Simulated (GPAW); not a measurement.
Runs of GPAW 26.7.0 on SnO2 (Cassiterite). Symmetry: P4_2/mnm, No. 136, tetragonal system. Conventional cell: a = 4.738 Å, b = 4.738 Å, c = 3.187 Å, α = 90.00°, β = 90.00°, γ = 90.00°. Sn (site symmetry mmm) has 6 O at 2.05 to 2.06 Å as nearest neighbours. Around O (site symmetry m2m) lie 3 Sn at 2.05 to 2.06 Å. 

```tsv
task	level	potentials or basis	smearing	kernel	eta	response ecut	scissors	domega0	gap on the mesh (eV)	pressure (GPa)	largest force (eV/Å)
optical spectrum	LDA	the program's PAW data sets (release 1.2.1) made for this functional, pw	fermi-dirac 0.001 eV	RPA	0.2 eV	40 eV	0 eV	0.05 eV	1.16	-	-
single point	PBE	GPAW PAW data sets (gpaw-data 1.2.1), pw	fermi-dirac 0.05 eV	-	-	-	-	-	1.31	(a)	0.27
optical spectrum	PBE	GPAW PAW data sets (gpaw-data 1.2.1), pw	fermi-dirac 0.001 eV	RPA	0.2 eV	40 eV	0 eV	0.05 eV	1.31	-	-
single point	LDA	the program's PAW data sets (release 1.2.1) made for this functional, pw	fermi-dirac 0.05 eV	-	-	-	-	-	1.16	-8.0	0.12
```

Alike in all rows: no spin polarisation; cell as given; k mesh 6 × 6 × 8; cutoff (eV) 600.

Question: Estimate the missing entries.

Answer: (a) 4.6.

Caveats: spin-orbit coupling is left out, which moves the levels of the heavy elements; with so narrow a direct gap the onset needs a denser k mesh (some runs); the long-wavelength limit can be off by a per cent or two (some runs); independent-particle spectra lack excitons (some runs); an odd mesh through Γ misses points on the zone boundary, where band edges often lie (some runs); the cutoff is short for stress and forces, so pressures can be off by a GPa or more (some runs).

A k mesh can miss the band edges, and the runs leave out spin-orbit coupling on Sn.
